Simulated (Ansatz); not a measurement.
# TiOs: stress in a strained cell

Aim: deform TiOs (equal xy, yz and zx engineering shear strains of -2 %) and compute stress, forces and field gradients with LAPW, PAW and all-electron datasets made for the crystal.

Method: DFT PBEsol, scalar-relativistic, in Ansatz 0.2.0.

## (1) The system as given

Symmetry: Pm-3m, No. 221, cubic system. Conventional cell: a = 3.080 Å, b = 3.080 Å, c = 3.080 Å, α = 90.00°, β = 90.00°, γ = 90.00°. Ti (site symmetry m-3m) has 8 Os at 2.67 Å as nearest neighbours. Os (site symmetry m-3m) is surrounded by 8 Ti at 2.67 Å.

Structure file:

```xyz
2
Lattice="3.0800 0.0000 0.0000 0.0000 3.0800 0.0000 0.0000 0.0000 3.0800" Properties=species:S:1:pos:R:3 pbc="T T T"
Ti    1.5400    1.5400    1.5400
Os    0.0000    0.0000    0.0000
```

Atoms are numbered in the order of the input: Ti1, Os2.

## (2) The deformed structure

Space group Pm-3m before, R-3m after.

## (3) All-electron LAPW

Contents of input.yaml:

```yaml
crystal:
  lattice:
    - [3.08, -0.0308, -0.0308]
    - [-0.0308, 3.08, -0.0308]
    - [-0.0308, -0.0308, 3.08]
  atoms:
    - { symbol: Ti, position: [0.5, 0.5, 0.5] }
    - { symbol: Os, position: [0.0, 0.0, 0.0] }
kpoints:
  mp_grid: { grid: [13, 13, 13] }
  band_path:
    path:
      - [0.0, 0.0, 0.0]
      - [0.5, 0.0, 0.0]
      - [0.5, -0.5, 0.5]
      - [0.4804921086, -0.5195078914, 0.4804921086]
      - [0.4804921086, 0.4804921086, 0.4804921086]
      - [0.0, 0.0, 0.0]
      - [0.5, -0.5, 0.0]
    npoints: 5
scf:
  occupations: { method: fermi_dirac, width: 0.03 }
hamiltonian:
  xc: pbesol
  pseudopotentials: { kind: all_electron, lapw: { basis_error: 0.0005 } }
output:
  forces: true
  stress: true
  eigenvalues: true
```

Run with:

```sh
$ ansatz run input.yaml --threads 1 --pin off --max-ram 3072MiB --backend cpu --events-out ev --progress --plain --runs-dir out
```

## (4) Frozen-core PAW

Contents of input.yaml:

```yaml
crystal:
  lattice:
    - [3.08, -0.0308, -0.0308]
    - [-0.0308, 3.08, -0.0308]
    - [-0.0308, -0.0308, 3.08]
  atoms:
    - { symbol: Ti, position: [0.5, 0.5, 0.5] }
    - { symbol: Os, position: [0.0, 0.0, 0.0] }
kpoints:
  mp_grid: { grid: [13, 13, 13] }
scf:
  occupations: { method: fermi_dirac, width: 0.03 }
hamiltonian:
  xc: pbesol
  pseudopotentials: { kind: paw }
output:
  forces: true
  stress: true
  eigenvalues: true
  efg: { contact_densities: true }
```

## (5) Datasets made for this crystal

input.yaml, as its differences from that of step 4:

```diff
@@ -14,3 +14,3 @@
   xc: pbesol
-  pseudopotentials: { kind: paw }
+  pseudopotentials: { kind: all_electron, datasets: crystal }
 output:
```

(Steps that only read results are left out.)

What does the calculation give? Wanted: pressure; largest shear or deviatoric stress.

As calculated:

| quantity | value |
| --- | --- |
| pressure | LAPW -4.38, PAW -4.37, crystal datasets -4.38 GPa |
| largest shear or deviatoric stress (LAPW) | 2.59 GPa |

In words: The largest part of the stress beyond the pressure is 2.59 GPa in size; the atoms are carried along and not relaxed. No run of the undeformed cell stands beside it, so the pressure holds what the given cell had before the change. PAW: stress within 0.01 GPa of LAPW. Crystal datasets: stress within 0.01 GPa of LAPW. Spin-orbit coupling is left out, though the cell holds Os; in elements this heavy it can shift bands and gaps by tenths of an eV.
